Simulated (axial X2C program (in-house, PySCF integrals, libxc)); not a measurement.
# CuH: bond curves with and without spin–orbit coupling

What are the state, bond length, wavenumber and bond energy of CuH, and what does spin–orbit coupling change?

Computed with an in-house X2C program for linear molecules on PySCF integrals. Level: all-electron X2C, Cu dyall-cv3z, H dyall-v3z.

All values are calculated.

### Step 1. The job

File task.json:

```json
{
 "zs": [
  29,
  1
 ],
 "q": 0,
 "bas": [
  "dyall-cv3z",
  "dyall-v3z"
 ],
 "levels": [
  "PBE0",
  "HF",
  "r2SCAN"
 ],
 "cc": true,
 "r0": 1.44,
 "thr": -2.0,
 "nmax": 90,
 "npts": 10,
 "nst": 2,
 "ntry": 6
}
```

Keys: zs atomic numbers; q charge; bas basis sets; levels methods (HF also brings MP2); cc coupled cluster on or off; r0 starting distance in Å; thr threshold in hartree for freezing inner shells (an s shell follows its p shell); nmax most natural virtual spinors; npts points asked for on the curve; nst determinants followed; ntry starts of the search.

Launch:

```console
> python so2c.py task.json out
```

Spin-free means the one-electron spin-free X2C Hamiltonian; two-component (2c) means X2C with spin–orbit coupling and atomic mean-field two-electron Coulomb and Gaunt terms. Basis: Cu dyall-cv3z contracted to [9s9p6d3f2g], H dyall-v3z contracted to [6s2p1d]; Gaussian nuclei, density fitting. Masses: Cu 62.930 u, H 1.008 u.

Notation: σ, π±, δ± give the projection m of an orbital's angular momentum (0, ±1, ±2), α and β its spin, Λ and M_S the sums; ω is the projection of a spinor's total angular momentum and Ω the sum. Logs are in hartree.

The results follow Hamiltonian by Hamiltonian and level by level.

### Step 2. Which state to follow

Determinants are compared with PBE0 at 1.440 Å.

Spin-free determinants:

```
ΔE (eV)           state                              open shells
   0.00  M_S = 0, Λ = 0                             closed shell
   2.22  M_S = 1, Λ = 0             beyond closed shells: 2 × σα
   3.17  M_S = 1, Λ = 1  beyond closed shells: σα, π+α, π+β, π-α
   3.29  M_S = 0, Λ = 1  beyond closed shells: σβ, π+α, π+β, π-α
   3.40  M_S = 1, Λ = 2  beyond closed shells: σα, δ+α, δ+β, δ-α
   3.48  M_S = 0, Λ = 2  beyond closed shells: σα, δ+α, δ+β, δ-β
```

Two-component determinants:

| ΔE (eV) | state | open shells |
| --- | --- | --- |
| 0.00 | Ω = 0 | closed shell |
| 2.22 | Ω = 1 | excess of +ω over −ω: 2 × ω = 1/2 |
| 3.11 | Ω = 2 | excess of +ω over −ω: ω = 1/2, ω = 3/2 |
| 3.23 | Ω = 1 | excess of +ω over −ω: ω = -1/2, ω = 3/2 |
| 3.31 | Ω = 3 | excess of +ω over −ω: ω = 1/2, ω = 5/2 |
| 3.38 | Ω = 2 | excess of +ω over −ω: ω = -1/2, ω = 5/2 |
| 4.72 | Ω = 2 | excess of +ω over −ω: ω = 1/2, ω = 3/2 |

### Step 3. PBE0, spin-free

State followed: M_S = 0, Λ = 0 (closed shell). The scan is laid around 1.461 Å, a first estimate of the minimum, and this SCF restarts from the orbitals of the search.

Output at 1.461 Å:

```text
spin-free X2C-1e  PBE0
basis functions 122  fitting functions 680  grid points 5069
iter        total energy     max residual
   1      -1655.080882873     4.77e-01
   2      -1655.170962837     8.24e-03
   3      -1655.169203812     2.51e-02
   4      -1655.171231509     5.08e-04
   5      -1655.171232644     4.71e-04
   6      -1655.171234372     8.60e-05
   7      -1655.171234407     1.69e-05
   8      -1655.171234409     1.46e-06
converged
one-electron -2327.10690639  Coulomb 729.56825317  exact exchange -16.67024579  xc functional -51.46619516  nuclear repulsion 10.50385977
```

Along the bond, energies from the lowest point:

```tsv
R (Å)	E (eV)	μ (D)	HOMO (eV)	LUMO (eV)	iterations
1.271	0.3393	-2.40	-6.62	-1.73	10
1.329	0.1462	-2.47	-6.62	-1.80	9
1.373	0.0598	-2.53	-6.62	-1.85	10
1.417	0.0134	-2.58	-6.62	-1.90	10
1.461	0.0000	-2.64	-6.62	-1.95	8
1.512	0.0179	-2.70	-6.62	-2.01	9
1.563	0.0647	-2.76	-6.63	-2.07	9
1.629	0.1570	-2.84	-6.64	-2.15	9
1.709	0.3052	-2.93	-6.65	-2.24	9
1.826	0.5635	-3.07	-6.67	-2.39	10
```

Dipoles are positive if H is the positive end.

Outer orbitals at the reference distance:

```
symmetry  occupied  ε (eV)             atomic character
      σα       yes   -9.36  50% Cu d, 36% H s, 10% Cu s
     π-α       yes   -7.85                     99% Cu d
     π+α       yes   -7.85                     99% Cu d
     δ+α       yes   -7.63                    100% Cu d
     δ-α       yes   -7.63                    100% Cu d
      σα       yes   -6.62  44% Cu d, 34% Cu s, 21% H s
      σα        no   -1.95   55% Cu p, 31% Cu s, 9% H s
     π+α        no   -0.08                     98% Cu p
     π-α        no   -0.08                     98% Cu p
      σα        no    1.42   60% Cu p, 31% Cu s, 6% H s
```

PBE0 fields in the half plane through the axis: z from -2.4 to 3.6 Å across, distance from the axis 0.15 to 2.25 Å upwards; Cu lies at z = 0 and H at z = 1.461 Å; the ELF is damped to zero where the density is low.

log10 density (e/bohr³). Ten even steps from ' ' (-5.13 ) to '@' (1.36 ):
```
    ....::::::::----::::::::::......      
  ....::::------------------::::::....    
....::::------==========--------::::....  
....::----==================------::::....
..::::--====++++++++++++++======----::....
..::::--==++++********++++++++====--::::..
..::::--==++**##%%##********++++==----::..
..::::--==++##%%@@%%##********++==----::..
```

ELF. Ten even steps from ' ' (0.00 ) to '@' (1.00 ):
```
                ......                    
            ......::::::::....            
          ....::::::::----====--..        
          ....::::::::--++##%%##++::      
          ..........::--**%%@@@@%%**..    
            ..::--::..--%%@@@@@@@@%%==    
            ::**##**::--@@@@@@@@@@@@**    
            ==##==##----@@@@@@@@@@@@##..  
```

Re = 1.459 Å, ωe = 1962 cm⁻¹, ωexe = 34.9 cm⁻¹, Be = 7.979 cm⁻¹, De = 2.70 eV, μ = -2.64 D.

### Step 4. HF, spin-free

Output at 1.461 Å:

```text
spin-free X2C-1e  HF
basis functions 122  fitting functions 680  grid points 5069
iter        total energy     max residual
   1      -1653.715776618     1.58e-01
   2      -1653.738071748     3.17e-02
   3      -1653.735925765     4.65e-02
   4      -1653.743386369     4.36e-03
   5      -1653.743744736     2.58e-03
   6      -1653.743945502     1.60e-03
   7      -1653.744008507     6.09e-04
   8      -1653.744016858     8.57e-05
   9      -1653.744017062     3.99e-05
  10      -1653.744017094     6.15e-06
  11      -1653.744017095     9.41e-07
converged
one-electron -2328.88452088  Coulomb 731.51944791  exact exchange -66.88280389  xc functional 0.00000000  nuclear repulsion 10.50385977
```

Re = 1.540 Å, ωe = 1703 cm⁻¹, ωexe = 26.2 cm⁻¹, Be = 7.164 cm⁻¹, De = 1.46 eV, μ = -4.10 D.

### Step 5. r2SCAN, spin-free

Output at 1.461 Å:

```text
spin-free X2C-1e  r2SCAN
basis functions 122  fitting functions 680  grid points 5069
iter        total energy     max residual
   1      -1655.395770786     4.96e-02
   2      -1655.395475211     2.47e-02
   3      -1655.381712216     6.86e-02
   4      -1655.397485425     4.54e-03
   5      -1655.397566996     8.04e-04
   6      -1655.397572894     3.95e-04
   7      -1655.397573514     2.97e-05
   8      -1655.397573523     2.96e-06
   9      -1655.397573523     4.39e-07
converged
one-electron -2326.70709232  Coulomb 729.15200149  exact exchange 0.00000000  xc functional -68.34634246  nuclear repulsion 10.50385977
```

Re = 1.439 Å, ωe = 2056 cm⁻¹, ωexe = 36.8 cm⁻¹, Be = 8.209 cm⁻¹, De = 2.98 eV, μ = -2.35 D.

### Step 6. MP2 and beyond, spin-free

Correlated methods: 12 electrons correlated (frozen shells, counted by type: Cu 3 s, 2 p; H none), 180 virtual spinors in MP2, 90 natural virtuals in coupled cluster.

Output of the correlated part at 1.461 Å:

```text
correlated 12  virtual 180  natural virtual 90  E(MP2) -0.568052213  MP2 remainder -0.023904914
iter   CCSD correlation   residual
   1     -0.440804272   2.46e-01
   2     -0.473090179   1.41e-01
   3     -0.477024219   3.26e-02
   4     -0.476942769   1.74e-02
   5     -0.477295636   9.33e-03
   6     -0.477519769   4.96e-03
   7     -0.477422663   2.42e-03
   8     -0.477469109   7.78e-04
   9     -0.477486361   2.32e-04
  10     -0.477479156   1.02e-04
  11     -0.477483305   5.43e-05
  12     -0.477482655   2.17e-05
  13     -0.477482306   8.28e-06
  14     -0.477482407   3.48e-06
  15     -0.477482325   1.63e-06
  16     -0.477482313   8.28e-07
(T) -0.021534368  T1 0.0459  D1 0.1030  max T2 0.073
```

T1 in the output is the amplitude norm over the root of the electron number; divide by √2 for the Lee–Taylor value.

MP2: Re = 1.420 Å, ωe = 2130 cm⁻¹, Be = 8.431 cm⁻¹, De = 2.80 eV.

CCSD: Re = 1.458 Å, ωe = 1935 cm⁻¹, ωexe = 35.8 cm⁻¹, Be = 7.99 cm⁻¹, De = 2.80 eV. T1 at Re = 0.032 (Lee–Taylor, the printed value over √2).

CCSD(T): Re = 1.448 Å, ωe = 1987 cm⁻¹, ωexe = 37.9 cm⁻¹, Be = 8.11 cm⁻¹, De = 2.90 eV. T1 at Re = 0.032 (Lee–Taylor, the printed value over √2).

### Step 7. A higher determinant, spin-free

State: M_S = 1, Λ = 0 (beyond closed shells: 2 × σα).

Output at the reference distance:

```text
spin-free X2C-1e  PBE0
basis functions 122  fitting functions 680  grid points 5069
iter        total energy     max residual
   1      -1654.993595031     5.22e-01
   2      -1655.090306447     7.49e-03
   3      -1655.088957347     2.22e-02
   4      -1655.090570236     6.02e-04
   5      -1655.090571930     3.38e-04
   6      -1655.090572426     7.73e-05
   7      -1655.090572488     5.20e-05
   8      -1655.090572512     4.84e-06
   9      -1655.090572513     1.21e-06
converged
one-electron -2323.60614114  Coulomb 726.06718775  exact exchange -16.66196148  xc functional -51.39351740  nuclear repulsion 10.50385977
```

```tsv
R (Å)	E above the lowest PBE0 point (eV)
1.271	2.786
1.329	2.506
1.373	2.361
1.417	2.260
1.461	2.195
1.512	2.157
1.563	2.151
1.629	2.179
1.709	2.251
```

Re = 1.548 Å, ωe = 1674 cm⁻¹, ωexe = 55.7 cm⁻¹, Be = 7.092 cm⁻¹, μ = 0.20 D. Te = 2.15 eV.

### Step 8. The spin-free curves together

Energy (eV) of the followed determinant, spin-free, from each level's lowest point:

```tsv
R (Å)	PBE0	HF	MP2	CCSD	CCSD(T)	r2SCAN
1.271	0.339	0.569	0.236	n/a	n/a	0.283
1.329	0.146	0.316	0.079	0.140	0.121	0.107
1.373	0.060	0.184	0.019	0.057	0.044	0.033
1.417	0.013	0.092	0.000	0.012	0.006	0.000
1.461	0.000	0.034	0.013	0.000	0.000	0.000
1.512	0.018	0.002	0.061	0.018	0.026	0.033
1.563	0.065	0.000	0.136	0.064	0.079	0.095
1.629	0.157	0.034	0.263	0.154	0.178	0.206
1.709	0.305	0.119	0.449	n/a	n/a	0.375
1.826	0.563	0.298	0.758	n/a	n/a	0.660
```

### Step 9. PBE0, 2c

State followed: Ω = 0 (closed shell). The scan is laid around 1.461 Å, a first estimate of the minimum, and this SCF restarts from the orbitals of the search.

Output at 1.461 Å:

```text
two-component X2C + atomic mean field  PBE0
basis functions 122  fitting functions 680  grid points 5069
iter        total energy     max residual
   1      -1654.598302580     4.78e-01
   2      -1654.688519663     8.32e-03
   3      -1654.686736789     2.53e-02
   4      -1654.688791240     5.00e-04
   5      -1654.688792367     4.70e-04
   6      -1654.688794045     8.28e-05
   7      -1654.688794079     1.70e-05
   8      -1654.688794081     1.38e-06
converged
one-electron -2325.89806744  Coulomb 729.32992844  exact exchange -16.66523147  xc functional -51.45059784  nuclear repulsion 10.50385977  atomic mean-field constant -0.50868555
```

Along the bond, energies from the lowest point:

```tsv
R (Å)	E (eV)	μ (D)	HOMO (eV)	LUMO (eV)	iterations
1.271	0.3402	-2.40	-6.62	-1.73	10
1.329	0.1469	-2.47	-6.62	-1.80	9
1.373	0.0602	-2.53	-6.61	-1.85	10
1.417	0.0136	-2.58	-6.61	-1.90	10
1.461	0.0000	-2.64	-6.62	-1.95	8
1.512	0.0177	-2.70	-6.62	-2.01	9
1.563	0.0643	-2.76	-6.63	-2.07	9
1.629	0.1563	-2.84	-6.64	-2.15	9
1.709	0.3042	-2.93	-6.65	-2.24	9
1.826	0.5621	-3.07	-6.66	-2.39	10
```

Dipoles are positive if H is the positive end.

Outer spinors at the reference distance:

```tsv
ω	occupied	ε (eV)	atomic character	λ mixture
1/2	yes	-9.37	51% Cu d, 36% H s, 10% Cu s	100% σ
1/2	yes	-7.91	98% Cu d	99% π, 1% σ
3/2	yes	-7.88	99% Cu d	63% π, 37% δ
3/2	yes	-7.66	100% Cu d	63% δ, 37% π
5/2	yes	-7.53	100% Cu d	100% δ
1/2	yes	-6.62	44% Cu d, 34% Cu s, 21% H s	100% σ
1/2	no	-1.95	55% Cu p, 31% Cu s, 9% H s	100% σ
1/2	no	-0.08	98% Cu p	100% π
3/2	no	-0.07	98% Cu p	100% π
1/2	no	1.42	60% Cu p, 31% Cu s, 6% H s	100% σ
```

PBE0 fields in the half plane through the axis: z from -2.4 to 3.6 Å across, distance from the axis 0.15 to 2.25 Å upwards; Cu lies at z = 0 and H at z = 1.461 Å; the ELF is damped to zero where the density is low.

log10 density (e/bohr³). Ten even steps from '0' (-5.13 ) to '9' (1.37 ):
```
001122223322222111000
011223333333332221100
112233344444333322110
112334444444443332211
122344555555544433211
122345566665555443221
122345678766665543321
122345789876666543321
```

ELF. Ten even steps from ' ' (0.00 ) to '@' (1.00 ):
```
                ......                    
            ......::::::::....            
          ....::::::::----====--..        
          ....::::::::--++##%%##++::      
          ..........::--**%%@@@@%%**..    
            ..::--::..--%%@@@@@@@@%%==    
            ::**##**::--@@@@@@@@@@@@**    
            ==##==##----@@@@@@@@@@@@##..  
```

Re = 1.460 Å, ωe = 1961 cm⁻¹, ωexe = 34.8 cm⁻¹, Be = 7.975 cm⁻¹, De = 2.70 eV, μ = -2.64 D.

### Step 10. HF, 2c

Output at 1.461 Å:

```text
two-component X2C + atomic mean field  HF
basis functions 122  fitting functions 680  grid points 5069
iter        total energy     max residual
   1      -1653.233890654     1.59e-01
   2      -1653.256182616     3.19e-02
   3      -1653.254050045     4.64e-02
   4      -1653.261488051     4.36e-03
   5      -1653.261846173     2.57e-03
   6      -1653.262046714     1.60e-03
   7      -1653.262109811     6.08e-04
   8      -1653.262118247     8.60e-05
   9      -1653.262118468     3.99e-05
  10      -1653.262118508     9.91e-06
  11      -1653.262118510     5.34e-06
  12      -1653.262118510     2.19e-06
converged
one-electron -2327.67460075  Coulomb 731.28001618  exact exchange -66.86270816  xc functional 0.00000000  nuclear repulsion 10.50385977  atomic mean-field constant -0.50868555
```

Re = 1.541 Å, ωe = 1702 cm⁻¹, ωexe = 26.1 cm⁻¹, Be = 7.16 cm⁻¹, De = 1.46 eV, μ = -4.10 D.

### Step 11. r2SCAN, 2c

Output at 1.461 Å:

```text
two-component X2C + atomic mean field  r2SCAN
basis functions 122  fitting functions 680  grid points 5069
iter        total energy     max residual
   1      -1654.912841362     4.96e-02
   2      -1654.912554784     2.47e-02
   3      -1654.898805937     6.87e-02
   4      -1654.914557676     4.55e-03
   5      -1654.914639128     8.01e-04
   6      -1654.914644986     3.95e-04
   7      -1654.914645603     2.97e-05
   8      -1654.914645612     2.95e-06
   9      -1654.914645613     4.39e-07
converged
one-electron -2325.49890690  Coulomb 728.91435915  exact exchange 0.00000000  xc functional -68.32527208  nuclear repulsion 10.50385977  atomic mean-field constant -0.50868555
```

Re = 1.439 Å, ωe = 2054 cm⁻¹, ωexe = 36.7 cm⁻¹, Be = 8.205 cm⁻¹, De = 2.98 eV, μ = -2.35 D.

### Step 12. Correlated methods, 2c

Correlated methods: 12 electrons correlated (frozen shells, counted by type: Cu 3 s, 2 p; H none), 180 virtual spinors in MP2, 90 natural virtuals in coupled cluster.

Output of the correlated part at 1.461 Å:

```text
correlated 12  virtual 180  natural virtual 90  E(MP2) -0.567751910  MP2 remainder -0.023897561
iter   CCSD correlation   residual
   1     -0.440690569   2.46e-01
   2     -0.472911092   1.41e-01
   3     -0.476841492   3.26e-02
   4     -0.476759237   1.74e-02
   5     -0.477111200   9.32e-03
   6     -0.477334311   4.95e-03
   7     -0.477237571   2.42e-03
   8     -0.477283997   7.83e-04
   9     -0.477301056   2.43e-04
  10     -0.477293751   1.15e-04
  11     -0.477298322   6.79e-05
  12     -0.477297407   3.52e-05
  13     -0.477297006   1.84e-05
  14     -0.477297218   1.04e-05
  15     -0.477297048   5.84e-06
  16     -0.477297075   2.91e-06
  17     -0.477297063   1.33e-06
(T) -0.021504861  T1 0.0459  D1 0.1029  max T2 0.073
```

MP2: Re = 1.420 Å, ωe = 2128 cm⁻¹, Be = 8.425 cm⁻¹, De = 2.80 eV.

CCSD: Re = 1.459 Å, ωe = 1933 cm⁻¹, ωexe = 35.6 cm⁻¹, Be = 7.984 cm⁻¹, De = 2.80 eV. T1 at Re = 0.032 (Lee–Taylor, the printed value over √2).

CCSD(T): Re = 1.448 Å, ωe = 1985 cm⁻¹, ωexe = 37.5 cm⁻¹, Be = 8.105 cm⁻¹, De = 2.89 eV. T1 at Re = 0.032 (Lee–Taylor, the printed value over √2).

### Step 13. A higher determinant, 2c

State: Ω = 1 (excess of +ω over −ω: 2 × ω = 1/2).

Output at the reference distance:

```text
two-component X2C + atomic mean field  PBE0
basis functions 122  fitting functions 680  grid points 5069
iter        total energy     max residual
   1      -1654.511018526     5.22e-01
   2      -1654.607888907     7.48e-03
   3      -1654.606548482     2.21e-02
   4      -1654.608151699     5.98e-04
   5      -1654.608153378     3.34e-04
   6      -1654.608153871     7.51e-05
   7      -1654.608153934     5.26e-05
   8      -1654.608153960     5.74e-06
   9      -1654.608153961     3.29e-06
converged
one-electron -2322.39414869  Coulomb 725.82532247  exact exchange -16.65687846  xc functional -51.37762350  nuclear repulsion 10.50385977  atomic mean-field constant -0.50868555
```

```tsv
R (Å)	E above the lowest PBE0 point (eV)
1.271	2.787
1.329	2.507
1.373	2.361
1.417	2.259
1.461	2.194
1.512	2.156
1.563	2.150
1.629	2.177
1.709	2.248
```

Re = 1.549 Å, ωe = 1671 cm⁻¹, ωexe = 55.7 cm⁻¹, Be = 7.084 cm⁻¹, μ = 0.20 D. Te = 2.15 eV.

### Step 14. The 2c curves together

Energy (eV) of the followed determinant, 2c, from each level's lowest point:

```tsv
R (Å)	PBE0	HF	MP2	CCSD	CCSD(T)	r2SCAN
1.271	0.340	0.570	0.237	n/a	n/a	0.284
1.329	0.147	0.318	0.079	0.141	0.122	0.107
1.373	0.060	0.186	0.020	0.057	0.044	0.034
1.417	0.014	0.093	0.000	0.013	0.006	0.000
1.461	0.000	0.035	0.013	0.000	0.000	0.000
1.512	0.018	0.002	0.060	0.018	0.025	0.033
1.563	0.064	0.000	0.135	0.063	0.079	0.095
1.629	0.156	0.034	0.261	0.153	0.177	0.205
1.709	0.304	0.118	0.448	n/a	n/a	0.374
1.826	0.562	0.297	0.756	n/a	n/a	0.659
```

Time for the job: 3.2 min (1 thread of Arm Neoverse N1, shared host).

### Step 15. Constants

Lowest determinant that the search found at its distance, spin-free: M_S = 0, Λ = 0 (closed shell).

Lowest determinant that the search found at its distance, 2c: Ω = 0 (closed shell).

```json
{"Hamiltonian": "spin-free", "level": "PBE0", "Re (Å)": "1.459", "ωe (cm⁻¹)": "1962", "De (eV)": "2.70", "μ (D)": "-2.64"}
{"Hamiltonian": "spin-free", "level": "HF", "Re (Å)": "1.540", "ωe (cm⁻¹)": "1703", "De (eV)": "1.46", "μ (D)": "-4.10"}
{"Hamiltonian": "spin-free", "level": "MP2", "Re (Å)": "1.420", "ωe (cm⁻¹)": "2130", "De (eV)": "2.80", "μ (D)": "n/a"}
{"Hamiltonian": "spin-free", "level": "CCSD", "Re (Å)": "1.458", "ωe (cm⁻¹)": "1935", "De (eV)": "2.80", "μ (D)": "n/a"}
{"Hamiltonian": "spin-free", "level": "CCSD(T)", "Re (Å)": "1.448", "ωe (cm⁻¹)": "1987", "De (eV)": "2.90", "μ (D)": "n/a"}
{"Hamiltonian": "spin-free", "level": "r2SCAN", "Re (Å)": "1.439", "ωe (cm⁻¹)": "2056", "De (eV)": "2.98", "μ (D)": "-2.35"}
{"Hamiltonian": "2c", "level": "PBE0", "Re (Å)": "1.460", "ωe (cm⁻¹)": "1961", "De (eV)": "2.70", "μ (D)": "-2.64"}
{"Hamiltonian": "2c", "level": "HF", "Re (Å)": "1.541", "ωe (cm⁻¹)": "1702", "De (eV)": "1.46", "μ (D)": "-4.10"}
{"Hamiltonian": "2c", "level": "MP2", "Re (Å)": "1.420", "ωe (cm⁻¹)": "2128", "De (eV)": "2.80", "μ (D)": "n/a"}
{"Hamiltonian": "2c", "level": "CCSD", "Re (Å)": "1.459", "ωe (cm⁻¹)": "1933", "De (eV)": "2.80", "μ (D)": "n/a"}
{"Hamiltonian": "2c", "level": "CCSD(T)", "Re (Å)": "1.448", "ωe (cm⁻¹)": "1985", "De (eV)": "2.89", "μ (D)": "n/a"}
{"Hamiltonian": "2c", "level": "r2SCAN", "Re (Å)": "1.439", "ωe (cm⁻¹)": "2054", "De (eV)": "2.98", "μ (D)": "-2.35"}
```

Dipoles are positive if H is the positive end.

Time per point (s) on 1 thread of Arm Neoverse N1, shared host (2c runs; CCSD comes with the CCSD(T) run); the times are rough: PBE0 0.32, HF 0.15, MP2 0.35, CCSD(T) 10, r2SCAN 0.47.

What this shows: At CCSD(T), going from spin-free to two-component changes Re by 0 mÅ, ωe by -0.1 %, which is small (part of it comes from the scalar share of the two-electron terms). De moves by -0.01 eV; both De rest on single-determinant atoms, which can miss part of an open shell's spin–orbit lowering.

De refers to Cu + H, each in the lowest determinant found, which need not be this curve's own limit. The state is a single determinant with fixed occupations, the lowest that a limited PBE0 search found. Closed shells are restricted here (equal orbitals for both partners), which fails at long range if the bond breaks into open shells. Dissociation energies refer to the lowest single-determinant-based atoms at the same level and basis. CCSD and (T) use frozen natural virtuals with an MP2 correction for the truncation. The meta-GGAs lack a current-density term, which matters for open shells with orbital currents, atoms included. T1 at Re is 0.032 (Lee–Taylor), above the customary mark of 0.02.
